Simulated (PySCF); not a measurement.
# TaH2: structure of the doublet

Aim: relax TaH2 as a doublet from a side-on start, check by its vibrations whether the end is a minimum, and collect its spectrum and constants.

The runs use PySCF 2.14.0; PBE0, basis Ta def2-TZVP with ECP60, H def2-TZVP, scalar-relativistic core potentials, no spin–orbit coupling, density fitting.

## (1) Starting geometry

3 atoms, charge 0, spin multiplicity 2.

Bond lengths: Ta1–H2 1.816 Å, Ta1–H3 1.816 Å, H2–H3 0.840 Å. Angles: H2–Ta1–H3 26.8°, Ta1–H2–H3 76.6°, Ta1–H3–H2 76.6°.

```xyz
3
charge 0 multiplicity 2
Ta    0.0000    0.0000    0.0000
H     0.4200    0.0000    1.7664
H    -0.4200    0.0000    1.7664
```

## (2) The SCF at the typed geometry

One driver script runs all steps and calls PySCF; scf.py shows how it sets up the SCF of each step. The optimiser is the driver's own. After this first run the driver tries any further starts and a stability analysis.

File scf.py:

```python
from pyscf import gto, scf, dft
mol = gto.M(atom='''
Ta     0.000000     0.000000     0.000000
H      0.420000     0.000000     1.766350
H     -0.420000     0.000000     1.766350''',
    basis={'Ta': 'def2-TZVP', 'H': 'def2-TZVP'},
    ecp={'Ta': 'def2-TZVP'},
    charge=0, spin=1)
mf = dft.UKS(mol, xc='PBE0')
mf.grids.atom_grid = (50, 194)
aux = {'Ta': 'def2-universal-JKFIT', 'H': 'def2-universal-JKFIT'}
mf = mf.density_fit(auxbasis=aux)
mf.conv_tol = 1e-08
mf.diis_space = 10
mf.max_cycle = 60
mf.init_guess = 'minao'
mf.verbose = 4
mf.kernel()
```

Launch:

```console
> OMP_NUM_THREADS=2 python axn.py task.json out
```

What it wrote (excerpt; [...] marks lines left out):

```text
[... the frontier levels of the middle cycles are left out ...]
init E= -39.8083123228641
[... the frontier-level lines of each cycle are left out ...]
cycle= 1 E= -57.8205358989732  delta_E=  -18  |g|= 0.492  |ddm|= 3.15
cycle= 2 E= -57.7121197844301  delta_E= 0.108  |g|= 0.609  |ddm|= 2.16
cycle= 3 E= -57.9676248498029  delta_E= -0.256  |g|= 0.101  |ddm|= 1.52
cycle= 4 E= -57.9738289495511  delta_E= -0.0062  |g|= 0.0434  |ddm|= 0.212
cycle= 5 E= -57.975581083294  delta_E= -0.00175  |g|= 0.00935  |ddm|= 0.0799
cycle= 6 E= -57.9764407797105  delta_E= -0.00086  |g|= 0.00842  |ddm|= 0.0636
cycle= 7 E= -57.9767518225369  delta_E= -0.000311  |g|= 0.00858  |ddm|= 0.0224
cycle= 8 E= -57.9743175159978  delta_E= 0.00243  |g|= 0.00854  |ddm|= 0.198
cycle= 9 E= -57.9724519336223  delta_E= 0.00187  |g|= 0.0212  |ddm|= 0.283
cycle= 10 E= -57.9723199624924  delta_E= 0.000132  |g|= 0.0276  |ddm|= 0.0414
cycle= 11 E= -57.9726957499871  delta_E= -0.000376  |g|= 0.00328  |ddm|= 0.146
cycle= 12 E= -57.9725958958593  delta_E= 9.99e-05  |g|= 0.00324  |ddm|= 0.0625
cycle= 13 E= -57.9721157647567  delta_E= 0.00048  |g|= 0.00786  |ddm|= 0.128
cycle= 14 E= -57.9722973955693  delta_E= -0.000182  |g|= 0.00484  |ddm|= 0.0326
[... 46 cycles left out ...]
SCF not converged.
init E= -39.8083123228641
[... 14 cycles left out ...]
cycle= 15 E= -57.980649627582  delta_E= -8.01e-05  |g|= 0.00963  |ddm|= 0.0367
cycle= 16 E= -57.9807052062213  delta_E= -5.56e-05  |g|= 0.00602  |ddm|= 0.027
cycle= 17 E= -57.9807257602261  delta_E= -2.06e-05  |g|= 0.00571  |ddm|= 0.0211
cycle= 18 E= -57.9807453982728  delta_E= -1.96e-05  |g|= 0.0032  |ddm|= 0.0153
cycle= 19 E= -57.9807511750926  delta_E= -5.78e-06  |g|= 0.00317  |ddm|= 0.0115
cycle= 20 E= -57.9807571623462  delta_E= -5.99e-06  |g|= 0.00177  |ddm|= 0.00842
SCF not converged.
init E= -57.9807571623462
cycle= 1 E= -57.9807582344551  delta_E= -1.07e-06  |g|= 0.00195  |ddm|= 0.00549
cycle= 2 E= -57.980758916789  delta_E= -6.82e-07  |g|= 0.00187  |ddm|= 0.00501
cycle= 3 E= -57.9807612031737  delta_E= -2.29e-06  |g|= 0.000314  |ddm|= 0.00209
cycle= 4 E= -57.9807616774593  delta_E= -4.74e-07  |g|= 0.000197  |ddm|= 0.00144
cycle= 5 E= -57.9807621334966  delta_E= -4.56e-07  |g|= 0.000116  |ddm|= 0.00222
cycle= 6 E= -57.9807622307897  delta_E= -9.73e-08  |g|= 6.32e-05  |ddm|= 0.000968
cycle= 7 E= -57.9807622566551  delta_E= -2.59e-08  |g|= 3.26e-05  |ddm|= 0.000521
cycle= 8 E= -57.9807622628122  delta_E= -6.16e-09  |g|= 2.01e-05  |ddm|= 0.000242
Extra cycle  E= -57.9807622639359  delta_E= -1.12e-09  |g|= 2.63e-05  |ddm|= 0.00011
converged SCF energy = -57.9807622639359  <S^2> = 1.2834235  2S+1 = 2.4766296
```

This step, with its further starts and checks, took 10 s on 2 threads of Arm Neoverse V2, shared host.

Energies from each starting density:

```csv
start,energy (Eh)
the minimal-basis guess,-57.980762
a thermally smeared density,-57.980762
a smeared PBE density,-57.980762
```

This is not the lowest solution: one lies 5.7 kJ/mol lower, at -57.98293 Eh, and the relaxation starts from that.

## (3) Relaxation: side-on start, doublet

The program finds C2v symmetry in the start, which this walk keeps. Threshold on the gradient: 0.0003 Eh/bohr, with a further test on the energy change.

scf.py: that of step 2 with these lines changed.

```diff
@@ -3,3 +3,3 @@
-Ta     0.000000     0.000000     0.000000
-H      0.420000     0.000000     1.766350
-H     -0.420000     0.000000     1.766350''',
+Ta     0.000000     0.000000    -0.019459
+H      0.420000     0.000000     1.746891
+H     -0.420000     0.000000     1.746891''',
@@ -16 +15,0 @@
-mf.init_guess = 'minao'
```

Energy and gradient, step by step:

```csv
step,energy (Eh),change (kJ/mol),largest symmetric gradient (Eh/bohr)
0,-57.982935,0.00,0.02652
1,-57.985220,-6.00,0.01515
2,-57.988203,-13.83,0.01932
3,-58.004242,-55.94,0.01383
4,-58.007915,-65.59,0.01271
5,-58.008274,-66.53,0.00873
6,-58.008376,-66.80,0.00218
7,-58.008414,-66.90,0.00339
8,-58.008435,-66.95,0.00267
9,-58.008453,-67.00,0.00060
10,-58.008453,-67.00,0.00010
```

The walk took 7.2 s.

Positions (Å) and forces (eV/Å) along the way:

```
step 0
Ta   0.000   0.000  -0.019   0.000   0.000  -0.072
H    0.420   0.000   1.747   1.363   0.000   0.036
H   -0.420   0.000   1.747  -1.364   0.000   0.036
step 1
Ta   0.000   0.000  -0.017   0.000   0.000   0.370
H    0.450   0.000   1.745   0.779   0.000  -0.185
H   -0.450   0.000   1.745  -0.779   0.000  -0.185
step 5
Ta   0.000   0.000   0.217   0.000   0.000  -0.449
H    0.977   0.000   1.628   0.091   0.000   0.224
H   -0.977   0.000   1.628  -0.091   0.000   0.224
step 10
Ta   0.000   0.000   0.200   0.000   0.000  -0.005
H    0.966   0.000   1.637   0.000   0.000   0.003
H   -0.966   0.000   1.637   0.000   0.000   0.003
```

After 10 steps and 67.0 kJ/mol it ends at C2v: Ta–H 1.732 Å (×2); H–Ta–H 67.8°.

## (4) Vibrations and properties at this point

On the finer grid the gradient is checked again; gradients at displacements of ±0.02 bohr then give force constants and infrared intensities.

scf.py: that of step 3 with these lines changed.

```diff
@@ -3,3 +3,3 @@
-Ta     0.000000     0.000000    -0.019459
-H      0.420000     0.000000     1.746891
-H     -0.420000     0.000000     1.746891''',
+Ta    -0.000000     0.000000    -0.016492
+H      0.964397     0.000000     1.421809
+H     -0.964397     0.000000     1.421809''',
@@ -10 +10 @@
-mf.grids.atom_grid = (50, 194)
+mf.grids.atom_grid = (75, 302)
@@ -13 +13 @@
-mf.conv_tol = 1e-08
+mf.conv_tol = 1e-10
```

The driver hands on the density of the step before, so the log starts near convergence.

SCF at the final geometry:

```text
init E= -58.0084849370974
[... the frontier-level lines of each cycle are left out ...]
cycle= 1 E= -58.008484937097  delta_E= 3.98e-13  |g|= 3.09e-06  |ddm|= 7.05e-06
Extra cycle  E= -58.0084849370905  delta_E= 6.47e-12  |g|= 4.59e-06  |ddm|= 8.76e-06
converged SCF energy = -58.0084849370905  <S^2> = 1.6403382  2S+1 = 2.7497914
```

The whole step took 12 s.

Geometry: C2v; Ta–H 1.732 Å (×2); H–Ta–H 67.7°.

Harmonic modes (main isotopes):

| symmetry | ω (cm⁻¹) | IR (km/mol) |
| --- | --- | --- |
| a1 | 641 | 51.0 |
| b2 | 1852 | 25.1 |
| a1 | 1915 | 171 |

All wavenumbers are real: a minimum.

Constants and moments:

- Dipole moment: 3.24 D
- Highest occupied level: -5.07 eV
- Lowest empty level: -2.15 eV
- Rotational constants: 8.992, 4.088, 2.81 cm⁻¹
- Zero-point energy: 26.4 kJ/mol
- Principal polarisabilities: 65.0, 71.4, 74.0 bohr³
- Atomisation energy without zero-point energy: 483 kJ/mol
- Principal traceless quadrupole moments about the centre of mass: -1.56, -0.17, 1.73 D Å
- Entropy at 298.15 K and 1 bar (electronic part: spin only): 239.9 J/(mol K)
- Heat capacity Cp at 298.15 K: 37.4 J/(mol K)
- Enthalpy at 298.15 K above 0 K: 10.29 kJ/mol
- Rotational symmetry number: 2
- Spin squared ⟨S²⟩: 1.640

Populations by atom (charges in e):

```json
{"atom": "Ta1", "Mulliken": "0.10", "Löwdin": "0.16", "polar tensor": "0.43", "spin (Mulliken)": "1.03", "Mayer order to Ta1": "–"}
{"atom": "H2,3", "Mulliken": "-0.05", "Löwdin": "-0.08", "polar tensor": "-0.21", "spin (Mulliken)": "-0.02", "Mayer order to Ta1": "1.00"}
```

Mulliken populations on Ta1 (outside its core potential): s 3.19, p 6.26, d 3.44, f 0.01.

## (5) Outcome

| quantity | value |
| --- | --- |
| minimum | broken-symmetry (Ms = 1/2), C2v |
| geometry | Ta–H 1.732 Å (×2); H–Ta–H 67.7° |
| wavenumbers (cm⁻¹) | 641 (a1), 1852 (b2), 1915 (a1) |
| dipole moment | 3.24 D |
| highest occupied, lowest empty level (either spin) | -5.07, -2.15 eV |
| polar-tensor charge of Ta1 | +0.43 e |
| zero-point energy | 26.4 kJ/mol |
| entropy at 298.15 K | 239.9 J/(mol K) |
| atomisation energy (no zero-point energy) | 483 kJ/mol |
| ⟨S²⟩ | 1.640 |

The molecule stays C2v, as typed, and the end point is a minimum. The determinant is spin-contaminated (⟨S²⟩ = 1.64 against 0.75), so it is no pure spin state. In the infrared the band at 1915 cm⁻¹ (a1, stretch) leads. The first SCF alone would have been 6 kJ/mol too high. Only this shape and spin were tried, so other structures or states may lie lower. Open d and f shells are described by one determinant, and the ground state may have another occupation or spin. Spin–orbit coupling, left out here, can matter for elements this heavy.

The search up to here took 30 s.
